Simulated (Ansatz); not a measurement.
# ClFH2SSn: the cost of one run

Program: Ansatz 0.2.0. Level of theory: RKS PBE-D4/def2-SVP. These are calculated values, not measurements.

### 1 The structure to begin with

Bond lengths: F1–Sn2 1.881 Å, Sn2–S3 2.403 Å, Sn2–Cl4 2.341 Å, Sn2–H5 1.765 Å, S3–H6 1.431 Å. Angles: F1–Sn2–S3 109.6°, F1–Sn2–Cl4 110.5°, F1–Sn2–H5 109.3°, S3–Sn2–Cl4 109.4°, S3–Sn2–H5 110.2°, Cl4–Sn2–H5 107.8°, Sn2–S3–H6 92.2°.

Coordinates:

```xyz
6

F    -1.8823    0.4297   -1.2906
Sn   -0.2535   -0.0671   -0.4917
S     0.0453    1.1560    1.5547
Cl   -0.2280   -2.3630   -0.0372
H     1.0703    0.2762   -1.6071
H     1.2903    0.5042    1.8257
```

### 2 End point A

Input file input.yaml:

```yaml
crystal:
  periodic: [false, false, false]
  atoms:
    - { symbol: F, position_ang: [-1.8823, 0.4297, -1.2906] }
    - { symbol: Sn, position_ang: [-0.2535, -0.0671, -0.4917] }
    - { symbol: S, position_ang: [0.0453, 1.156, 1.5547] }
    - { symbol: Cl, position_ang: [-0.228, -2.363, -0.0372] }
    - { symbol: H, position_ang: [1.0703, 0.2762, -1.6071] }
    - { symbol: H, position_ang: [1.2903, 0.5042, 1.8257] }
basis:
  gaussian: { orbitals: def2-SVP }
hamiltonian:
  xc: pbe
  dispersion: d4
relax:
  f_tol: 0.015
  max_steps: 40
output:
  orbitals: {}
```

On the command line:

```bash
$ ansatz run input.yaml --threads 1 --pin off --max-ram 2048MiB --backend cpu --events-out ev --progress --plain --runs-dir out
```

Q: Estimate wall time and peak memory on 1 thread of AMD EPYC 9R45 (Zen 5), shared host.

About 28 s, with a peak of 0.16 GiB.
